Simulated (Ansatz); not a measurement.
# MgO2: the cost of one run

Computed with Ansatz 0.2.0 (DFT PBEsol, scalar-relativistic, plane waves, PAW, unless a step's input says otherwise).

**1. The system as given**

It takes space group R-3m (No. 166, trigonal). Conventional cell: a = 3.210 Å, b = 3.210 Å, c = 10.482 Å, α = 90.00°, β = 90.00°, γ = 120.00°. Mg (site symmetry -3m) is surrounded by 6 O at 2.11 Å. O (site symmetry 3m) is surrounded by 1 O at 1.49 Å and 3 Mg at 2.11 Å.

Structure file:

```cif
data_structure
_symmetry_space_group_name_H-M 'R-3m:H'
_symmetry_Int_Tables_number 166
_cell_length_a 3.2095
_cell_length_b 3.2095
_cell_length_c 10.4819
_cell_angle_alpha 90.000
_cell_angle_beta 90.000
_cell_angle_gamma 120.000
_cell_volume 93.51
loop_
_atom_site_label
_atom_site_type_symbol
_atom_site_symmetry_multiplicity
_atom_site_Wyckoff_symbol
_atom_site_fract_x
_atom_site_fract_y
_atom_site_fract_z
_atom_site_occupancy
Mg1 Mg 3 a 0.00000 0.00000 0.00000 1
O1 O 6 c 0.66667 0.33333 0.76212 1
```

It goes back to an entry of the Materials Project, which need not be the stable form.

No relaxation comes first: the listed cell is the starting point.

**2. The reference cell**

The reference gives a free energy of -3033.6422 eV, pressure -4.83 GPa, largest force 0.304 eV/Å and gap on the mesh 2.23 eV. It was computed beforehand with the settings of the runs below.

**3. Zone-centre phonons by finite displacements**

input.yaml reads:

```yaml
crystal:
  lattice:
    - [1.604761016, 0.9265092046, 3.4939788749]
    - [-1.604761016, 0.9265092046, 3.4939788749]
    - [0.0, -1.8530184092, 3.4939788749]
  atoms:
    - { symbol: Mg, position: [0.0, 0.0, 0.0] }
    - { symbol: O, position: [0.428786, 0.428786, 0.428786] }
    - { symbol: O, position: [0.571214, 0.571214, 0.571214] }
basis:
  ecutwfc: 420
kpoints:
  mp_grid: { grid: [12, 12, 12] }
hamiltonian:
  xc: pbesol
scf:
  occupations: { method: gaussian, width: 0.05 }
output:
  eigenvalues: true
phonons:
  method: fd
  supercell: [1, 1, 1]
  amplitude: 0.02
  eigenvectors: true
  dielectric: false
```

Started as:

```sh
$ ansatz run input.yaml --threads 2 --pin off --max-ram 5120MiB --backend cpu --events-out ev --progress --plain --runs-dir out
```

What time and memory should one allow on 2 threads of Intel Xeon Platinum 8259CL at 2.50GHz (Skylake/Cascade Lake), shared host?

About 24 s, with a peak of 0.61 GiB.
